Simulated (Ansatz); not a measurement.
# C₃H₁₁BO₂: reading failed and doubtful runs

Aim: try 4 inputs for C₃H₁₁BO₂ as typed, read how each ends, and find what has to change.

The runs use Ansatz 0.2.0, Gaussian basis; the settings change from run to run.

### 1 The geometry

The structure was relaxed beforehand with PBE0-D4 in a triple-zeta def2 set.

17 atoms, charge 0, spin multiplicity 1.

Atoms are counted from 1 here; the program's logs count them from 0.

Bond lengths: C1–O2 1.413 Å, C1–H7 1.096 Å, C1–H8 1.089 Å, C1–H9 1.096 Å, O2–H10 0.959 Å, B3–C4 1.576 Å, B3–C5 1.572 Å, B3–O6 1.369 Å, C4–H11 1.093 Å, C4–H12 1.094 Å, C4–H13 1.097 Å, C5–H14 1.093 Å, C5–H15 1.092 Å, C5–H16 1.097 Å, O6–H17 0.960 Å. Angles: O2–C1–H7 112.1°, O2–C1–H8 106.7°, O2–C1–H9 111.8°, H7–C1–H8 108.2°, H7–C1–H9 109.0°, H8–C1–H9 108.9°, C1–O2–H10 108.8°, C4–B3–C5 122.3°, C4–B3–O6 120.7°, C5–B3–O6 116.4°, B3–C4–H11 112.3°, B3–C4–H12 113.5°, B3–C4–H13 109.2°, H11–C4–H12 108.0°, H11–C4–H13 106.3°, H12–C4–H13 107.2°, B3–C5–H14 112.0°, B3–C5–H15 112.8° and more.

Geometry (Å):

```
atom    x (Å)    y (Å)    z (Å)
  C1  -1.6320  -1.5069  -0.8363
  O2  -0.2890  -1.6106  -0.4092
  B3   0.5505   0.9098   0.0094
  C4   2.0147   0.4208   0.3282
  C5  -0.4958   1.2240   1.1404
  O6   0.1891   1.2487  -1.2666
  H7  -2.3120  -1.2820  -0.0070
  H8  -1.6728  -0.6789  -1.5432
  H9  -1.9713  -2.4201  -1.3388
 H10  -0.2345  -2.2733   0.2823
 H11   2.0438  -0.2834   1.1631
 H12   2.5137  -0.0464  -0.5261
 H13   2.6247   1.2818   0.6302
 H14  -0.5421   0.4279   1.8881
 H15  -1.4998   1.4048   0.7505
 H16  -0.1870   2.1286   1.6789
 H17   0.8809   1.0550  -1.9038
```

### 2 Attempt 1

Input file in.yaml:

```yaml
crystal:
  periodic: [false, false, false]
  atoms:
    - {symbol: C, position_ang: [-1.827873, -1.687746, -0.936679]}
    - {symbol: O, position_ang: [-0.323642, -1.803868, -0.458350]}
    - {symbol: B, position_ang: [0.616545, 1.018986, 0.010473]}
    - {symbol: C, position_ang: [2.256478, 0.471294, 0.367634]}
    - {symbol: C, position_ang: [-0.555313, 1.370929, 1.277213]}
    - {symbol: O, position_ang: [0.211792, 1.398532, -1.418594]}
    - {symbol: H, position_ang: [-2.589475, -1.435839, -0.007824]}
    - {symbol: H, position_ang: [-1.873485, -0.760381, -1.728338]}
    - {symbol: H, position_ang: [-2.207823, -2.710487, -1.499447]}
    - {symbol: H, position_ang: [-0.262682, -2.546114, 0.316222]}
    - {symbol: H, position_ang: [2.289010, -0.317374, 1.302652]}
    - {symbol: H, position_ang: [2.815310, -0.052022, -0.589261]}
    - {symbol: H, position_ang: [2.939612, 1.435593, 0.705817]}
    - {symbol: H, position_ang: [-0.607150, 0.479259, 2.114711]}
    - {symbol: H, position_ang: [-1.679821, 1.573398, 0.840538]}
    - {symbol: H, position_ang: [-0.209405, 2.384044, 1.880352]}
    - {symbol: H, position_ang: [0.986640, 1.181571, -2.132208]}
basis:
  gaussian: {orbitals: aug-cc-pVTZ}
hamiltonian: {xc: {name: B2PLYP}}
accuracy: high
output: {forces: true}
```

Command:

```console
> ansatz run in.yaml --threads 4 --pin off --events-out ev --progress --plain --max-ram 11315MiB
```

The log of the run:

```text
Functional definition: B2PLYP
  name "B2PLYP"
  cite "Grimme, J. Chem. Phys. 124, 034108 (2006) doi:10.1063/1.2148954"
  cite "Becke, Phys. Rev. A 38, 3098 (1988) doi:10.1103/PhysRevA.38.3098"
  cite "Lee, Yang & Parr, Phys. Rev. B 37, 785 (1988) doi:10.1103/PhysRevB.37.785"
  parameter a = 0.53
  parameter c = 0.27
  exchange = (1 - a)*b88_x + a*exact_x
  correlation = (1 - c)*lyp_c + c*(mp2_os + mp2_ss)
Error: with its integrals the run needs 15.09 GiB of memory, and 11.04 GiB are given
refused for memory
```

Run time: 0.15 s. Hardware: 4 threads of Intel Xeon Platinum 8488C, shared host.

Diagnosis: The program refused the input before any cycle. Its message: «with its integrals the run needs 15.09 GiB of memory, and 11.04 GiB are given» The run needs more memory than it was given. It asks for 15.09 GiB, and 11.04 GiB are there. Fix: raise the memory limit. Its coordinates are also moved off the relaxed structure.

### 3 Attempt 2

Input file in.yaml:

```yaml
crystal:
  periodic: [false, false, false]
  atoms:
    - {symbol: C, position_ang: [-1.632030, -1.506916, -0.836320]}
    - {symbol: Xx, position_ang: [-0.288966, -1.610597, -0.409241]}
    - {symbol: B, position_ang: [0.550487, 0.909809, 0.009350]}
    - {symbol: C, position_ang: [2.014712, 0.420798, 0.328244]}
    - {symbol: C, position_ang: [-0.495815, 1.224044, 1.140368]}
    - {symbol: O, position_ang: [0.189100, 1.248689, -1.266602]}
    - {symbol: H, position_ang: [-2.312031, -1.281999, -0.006985]}
    - {symbol: H, position_ang: [-1.672754, -0.678911, -1.543159]}
    - {symbol: H, position_ang: [-1.971270, -2.420078, -1.338792]}
    - {symbol: H, position_ang: [-0.234537, -2.273316, 0.282341]}
    - {symbol: H, position_ang: [2.043759, -0.283370, 1.163082]}
    - {symbol: H, position_ang: [2.513669, -0.046448, -0.526126]}
    - {symbol: H, position_ang: [2.624654, 1.281780, 0.630194]}
    - {symbol: H, position_ang: [-0.542098, 0.427910, 1.888135]}
    - {symbol: H, position_ang: [-1.499840, 1.404819, 0.750481]}
    - {symbol: H, position_ang: [-0.186969, 2.128611, 1.678886]}
    - {symbol: H, position_ang: [0.880928, 1.054974, -1.903757]}
basis:
  gaussian: {orbitals: def2-mTZVPP}
magnetization: {spin_polarized: true, initial_magnetization: 2}
hamiltonian: {xc: {name: B3LYP5}}
```

Same command.

The log of the run:

```text
Error: YAML parse error: error: line 5 column 16: `Xx` is not an element symbol (H … Og, case-exact)
 --> <input>:5:16
  |
3 |   atoms:
4 |     - {symbol: C, position_ang: [-1.632030, -1.506916, -0.836320]}
5 |     - {symbol: Xx, position_ang: [-0.288966, -1.610597, -0.409241]}
  |                ^ `Xx` is not an element symbol (H … Og, case-exact)
6 |     - {symbol: B, position_ang: [0.550487, 0.909809, 0.009350]}
7 |     - {symbol: C, position_ang: [2.014712, 0.420798, 0.328244]}
  |
```

Wall time 0.05 s (4 threads of Intel Xeon Platinum 8488C, shared host).

**Diagnosis.** The program refused the input. An element symbol is wrong. It also asks for charge 0 and multiplicity 3, another species or state than the molecule above. To mend it, correct the symbol, and set charge and spin to those of the species named.

### 4 Attempt 3

Input file in.yaml:

```yaml
crystal:
  periodic: [false, false, false]
  atoms:
    - {symbol: C, position_ang: [-1.566749, -1.446639, -0.802868]}
    - {symbol: O, position_ang: [-0.277407, -1.546173, -0.392872]}
    - {symbol: B, position_ang: [0.528467, 0.873416, 0.008976]}
    - {symbol: C, position_ang: [1.934124, 0.403966, 0.315115]}
    - {symbol: C, position_ang: [-0.475983, 1.175082, 1.094754]}
    - {symbol: O, position_ang: [0.181536, 1.198742, -1.215938]}
    - {symbol: H, position_ang: [-2.219550, -1.230719, -0.006706]}
    - {symbol: H, position_ang: [-1.605844, -0.651755, -1.481433]}
    - {symbol: H, position_ang: [-1.892419, -2.323275, -1.285240]}
    - {symbol: H, position_ang: [-0.225156, -2.182383, 0.271048]}
    - {symbol: H, position_ang: [1.962009, -0.272035, 1.116559]}
    - {symbol: H, position_ang: [2.413123, -0.044590, -0.505081]}
    - {symbol: H, position_ang: [2.519668, 1.230509, 0.604986]}
    - {symbol: H, position_ang: [-0.520414, 0.410794, 1.812609]}
    - {symbol: H, position_ang: [-1.439846, 1.348627, 0.720462]}
    - {symbol: H, position_ang: [-0.179490, 2.043466, 1.611730]}
    - {symbol: H, position_ang: [0.845691, 1.012775, -1.827607]}
basis:
  gaussian: {orbitals: "6-31G*", final_grid: {core_spheres: 1, valence_spheres: 1, degree: 3}}
hamiltonian: {xc: {name: r2SCAN}}
output: {forces: true}
```

The command is unchanged.

The log of the run, cut to the lines that bear on the results:

```text
Functional definition: r2SCAN
  name "r2SCAN"
  cite "Furness, Kaplan, Ning, Perdew & Sun, J. Phys. Chem. Lett. 11, 8208 (2020) doi:10.1021/acs.jpclett.0c02405"
  cite "Furness, Kaplan, Ning, Perdew & Sun, J. Phys. Chem. Lett. 11, 9248 (2020) doi:10.1021/acs.jpclett.0c03077"
  parent r2scan
[...]
1412 factors; their error is unknown
[...]
mean field -8022.36845518 eV, -294.8166029713 hartree, gradient 7.1e-5 eV, S^2 0.000000; 0 other end points of the search recorded, 0 dependent functions left out
[...]
reference -8022.36845676 eV, -294.8166030292 hartree; 25, 25 occupied and 87, 87 virtual orbitals, 1412 factors
Total energy: -8022.36845676 eV, -294.8166030292 hartree
Atom 0 at    -1.566749    -1.446639    -0.802868 Å, force     8.106838    -5.266344     8.376138 eV/Å
Atom 1 at    -0.277407    -1.546173    -0.392872 Å, force    -6.219112   -14.395966    -2.158101 eV/Å
[...]
Atom 7 at    -1.605844    -0.651755    -1.481433 Å, force     1.579798     0.796821    -0.395261 eV/Å
Atom 8 at    -1.892419    -2.323275    -1.285240 Å, force     0.819559    -0.942712     0.738836 eV/Å
Atom 9 at    -0.225156    -2.182383     0.271048 Å, force    -0.612917    13.413695    -4.798639 eV/Å
Atom 10 at     1.962009    -0.272035     1.116559 Å, force    -0.118023     0.585607     1.689265 eV/Å
Atom 11 at     2.413123    -0.044590    -0.505081 Å, force    -0.148192     2.091378     4.553007 eV/Å
Atom 12 at     2.519668     1.230509     0.604986 Å, force     1.293517     4.221348     1.056374 eV/Å
Atom 13 at    -0.520414     0.410794     1.812609 Å, force     2.533432     1.456780    -0.498159 eV/Å
Atom 14 at    -1.439846     1.348627     0.720462 Å, force     1.947267    11.004205     2.910637 eV/Å
Atom 15 at    -0.179490     2.043466     1.611730 Å, force    -0.815433    -1.777031    -0.992755 eV/Å
Atom 16 at     0.845691     1.012775    -1.827607 Å, force    -9.586594    -0.250540     9.913356 eV/Å
Dipole moment:     0.097620    -0.743269    -0.048969 e Å
```

Run time: 1.4 s. Hardware: 4 threads of Intel Xeon Platinum 8488C, shared host.

**Diagnosis.** It ended without an error, which proves nothing about the input. The integration grid is far too coarse. Its coordinates are also moved off the relaxed structure (shortest distance 0.92 Å, against 0.96 Å), and have to be restored too. Its energy carries the error of the grid. Cure: drop final_grid and take the default grid.

### 5 Attempt 4

Input file in.yaml:

```yaml
crystal:
  periodic: [true, true, true]
  atoms:
    - {symbol: C, position_ang: [-1.632030, -1.506916, -0.836320]}
    - {symbol: O, position_ang: [-0.288966, -1.610597, -0.409241]}
    - {symbol: B, position_ang: [0.550487, 0.909809, 0.009350]}
    - {symbol: C, position_ang: [2.014712, 0.420798, 0.328244]}
    - {symbol: C, position_ang: [-0.495815, 1.224044, 1.140368]}
    - {symbol: O, position_ang: [0.189100, 1.248689, -1.266602]}
    - {symbol: H, position_ang: [-2.312031, -1.281999, -0.006985]}
    - {symbol: H, position_ang: [-1.672754, -0.678911, -1.543159]}
    - {symbol: H, position_ang: [-1.971270, -2.420078, -1.338792]}
    - {symbol: H, position_ang: [-0.234537, -2.273316, 0.282341]}
    - {symbol: H, position_ang: [2.043759, -0.283370, 1.163082]}
    - {symbol: H, position_ang: [2.513669, -0.046448, -0.526126]}
    - {symbol: H, position_ang: [2.624654, 1.281780, 0.630194]}
    - {symbol: H, position_ang: [-0.542098, 0.427910, 1.888135]}
    - {symbol: H, position_ang: [-1.499840, 1.404819, 0.750481]}
    - {symbol: H, position_ang: [-0.186969, 2.128611, 1.678886]}
    - {symbol: H, position_ang: [0.880928, 1.054974, -1.903757]}
basis:
  gaussian: {orbitals: STO-3G}
hamiltonian: {xc: {name: HF}}
correlation: {method: ccsd_t}
```

The command is unchanged.

The log of the run:

```text
Error: YAML parse error: error: line 2 column 3: crystal: missing field `lattice` (a structure is typed as `lattice` and `atoms`, a molecule's as `atoms` in Å alone, or read from a run's directory, `checkpoint`)
 --> <input>:2:3
  |
1 | crystal:
2 |   periodic: [true, true, true]
  |   ^ crystal: missing field `lattice` (a structure is typed as `lattice` and `atoms`, a molecule's as `atoms` in Å alone, or read from a run's directory, `checkpoint`)
3 |   atoms:
4 |     - {symbol: C, position_ang: [-1.632030, -1.506916, -0.836320]}
  |
```

It took 0.05 s on 4 threads of Intel Xeon Platinum 8488C, shared host.

What is wrong: Refused before any calculation. The molecule is marked periodic without a cell. Cure: set periodic to false, or give a lattice.

### 6 How the tries ended

```
attempt               level      ended                                           cause    time
      1  B2PLYP/aug-cc-pVTZ    refused     the run needs more memory than it was given  0.15 s
      2  B3LYP5/def2-mTZVPP    refused                      an element symbol is wrong  0.05 s
      3       r2SCAN/6-31G*  converged          the integration grid is far too coarse   1.4 s
      4      CCSD(T)/STO-3G    refused  the molecule is marked periodic without a cell  0.05 s
```

3 refused, 1 converged. A refusal costs next to no computing time. The dangerous case is the input that converges on a wrong geometry, charge, spin, basis or grid: often only a look at the input shows it.
